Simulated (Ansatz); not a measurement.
**F2GeH2O2: up Jacob's ladder to CCSD(T)**

An exercise on one series of results from a longer session: the logs are not shown, and one member is left open.

Program: Ansatz 0.2.0, Gaussian basis. Level of theory: functionals in def2-TZVPP, the program's frozen cores in correlated methods. These are calculated values, not measurements.

The runs, in order: LDA (SPW92), PBE-D4, revPBE-D4, BLYP-D4, r2SCAN-D4, B97M-V, PBE0-D4, B3LYP-D4, r2SCANh-D4, r2SCAN0-D4, HSE06-D4, BHLYP-D4, CAM-B3LYP-D4, LC-ωPBE, ωB97X-V, ωB97M-V, B2PLYP, PBE-QIDH; CCSD(T)/def2-SVP; CCSD(T)/def2-TZVPP; MP2/def2-QZVPP; extrapolation to the limit; RPA on PBE.

### Structure used throughout

The geometry comes from an earlier relaxation with PBE0-D4 in a triple-zeta def2 set; it is a stationary point, not always the lowest conformer.

SMILES `[OH][Ge]([OH])([F])[F]`, 7 atoms, charge 0, spin multiplicity 1.

Atoms are counted from 1 here; the program's logs count them from 0.

Bond lengths: O1–Ge2 1.732 Å, O1–H6 0.961 Å, Ge2–O3 1.732 Å, Ge2–F4 1.716 Å, Ge2–F5 1.716 Å, O3–H7 0.961 Å. Angles: Ge2–O1–H6 112.8°, O1–Ge2–O3 108.9°, O1–Ge2–F4 112.6°, O1–Ge2–F5 109.3°, O3–Ge2–F4 109.3°, O3–Ge2–F5 112.6°, F4–Ge2–F5 104.3°, Ge2–O3–H7 112.8°.

The first run:

Contents of in.yaml:

```yaml
crystal:
  periodic: [false, false, false]
  atoms:
    - {symbol: O, position_ang: [-1.202025, 0.550211, 0.958761]}
    - {symbol: Ge, position_ang: [-0.006933, -0.013554, -0.161022]}
    - {symbol: O, position_ang: [1.391205, -0.528192, 0.722349]}
    - {symbol: F, position_ang: [-0.573435, -1.311140, -1.130166]}
    - {symbol: F, position_ang: [0.347326, 1.232697, -1.285861]}
    - {symbol: H, position_ang: [-1.781328, 1.218179, 0.581266]}
    - {symbol: H, position_ang: [1.886490, -1.216301, 0.269072]}
basis:
  gaussian: {orbitals: def2-TZVPP}
hamiltonian: {xc: lda}
output: {orbitals: {seedname: orbitals}}
```

Steps of the session up to this table: LDA; PBE-D4 (GGA); revPBE-D4 (GGA); BLYP-D4 (GGA); r2SCAN-D4 (meta-GGA); B97M-V (meta-GGA); PBE0-D4 (hybrid); B3LYP-D4 (hybrid); r2SCANh-D4 (hybrid); r2SCAN0-D4 (hybrid); HSE06-D4 (hybrid); BHLYP-D4 (hybrid); CAM-B3LYP-D4 (range-separated); LC-ωPBE-D4 (range-separated; the results give it without D4); ωB97X-V (range-separated); ωB97M-V (range-separated); B2PLYP (double hybrid); PBE-QIDH (double hybrid).

One of the session's tables, all rows but one given; the rest of the session is left out.

It belongs to the step «Frontier levels by functional». 

```
  functional  HOMO (eV)  gap (eV)
 LDA (SPW92)      -8.59      6.36
      PBE-D4      -8.35      6.46
   revPBE-D4      -8.26      6.52
     BLYP-D4      -8.26      6.34
   r2SCAN-D4      -8.80      7.35
      B97M-V          ?         ?
     PBE0-D4     -10.22      9.39
    B3LYP-D4      -9.92      8.68
  r2SCANh-D4      -9.50      8.42
  r2SCAN0-D4     -10.54     10.00
    HSE06-D4      -9.80      8.60
    BHLYP-D4     -12.03     12.08
CAM-B3LYP-D4     -11.78     11.85
     LC-ωPBE     -13.18     14.70
     ωB97X-V     -12.80     14.13
     ωB97M-V     -12.73     13.77
```

Estimate the missing values for B97M-V.

**Answer.** HOMO (eV): -8.87; gap (eV): 7.30. In the column «HOMO (eV)» it lies between r2SCANh-D4 (-9.50) and r2SCAN-D4 (-8.80).
